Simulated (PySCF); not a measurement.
# C4H9ClGeO: the cost of one run

Computed with PySCF 2.14.0 and routines of our own; the level stands in each step. Atoms count from 0.

### 1 The system as given

16 atoms, charge 0, multiplicity 1; geometry from: GFN2-xTB.

### 2 Circular dichroism and optical rotation: TDDFT B3LYP/aug-cc-pVDZ

The job: settings as JSON, then the geometry in Å.

```
{"job": {"kind": "ecd", "xc": "B3LYP", "basis": "aug-cc-pVDZ", "nstates": 16}, "charge": 0, "multiplicity": 1}
C      2.353391     0.198419     0.174727
O      1.079850     0.644641    -0.217246
C      0.072387     0.497637     0.755197
C     -0.504493    -0.928181     0.842620
C     -1.545069    -0.940349    -0.287869
Ge    -1.601450     1.073120    -0.246608
Cl    -1.322352     2.132438    -2.041752
H      2.372626    -0.882046     0.357142
H      2.684346     0.715169     1.084510
H      3.030028     0.435063    -0.644342
H      0.409328     0.896578     1.719391
H     -0.986519    -1.051126     1.812512
H      0.256249    -1.701138     0.734176
H     -2.429645    -1.535000    -0.075012
H     -1.109764    -1.291791    -1.222010
H     -2.766509     1.745511     0.510635
```

Level: TDDFT B3LYP/aug-cc-pVDZ circular dichroism and optical rotation, one conformer, gas phase.

Launch:

```
$ OMP_NUM_THREADS=1 python excited_run.py task.json out
```

This one command runs all jobs of the session in turn.

**Question.** How long does this job take on 1 thread of AMD EPYC 9B45, shared host, and how much memory does it need?

About 86 s, with a peak of 1.1 GiB.
